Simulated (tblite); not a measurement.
# B2H7O3Si2: the cost of one run

Computed with tblite 0.8.0 and PySCF 2.14.0; each step states its level. No surroundings beyond the atoms listed, unless a continuum is named. Atoms count from 0, parts from 1.

## 1. Starting point

14 atoms, charge 0, multiplicity 2; geometry: distance geometry start.

## 2. Geometry optimisation with GFN2-xTB

Job settings and geometry (Å):

```
{"job": {"kind": "relax", "xc": "GFN2-xTB", "basis": "xTB"}, "charge": 0, "multiplicity": 2}
Si    -1.322947     1.854194    -1.596541
O      0.112363     2.519624    -0.851086
B      1.461991     1.820412    -0.706712
O      1.675266     1.026351     0.533785
O      2.004221     1.248519    -1.995452
B     -1.135904     0.009085    -2.283386
Si    -0.429476    -1.286802    -1.031218
H     -2.559463     2.145543    -0.981382
H      1.223322     0.189725     0.705128
H      1.560631     1.260154    -2.846436
H     -0.767618    -0.083090    -3.377027
H      0.958228    -1.394856    -1.179524
H     -1.024419    -2.553671    -1.299857
H     -0.751434    -0.896978     0.306502
```

Method: GFN2-xTB geometry optimisation, gas phase.

Run with:

```sh
$ OMP_NUM_THREADS=1 python cluster_run.py task.json out
```

One launch serves the whole session: the jobs run in the order shown.

Q: Estimate the wall time of this first job on 1 thread of Arm Neoverse V1, shared host.

About 4.4 s.
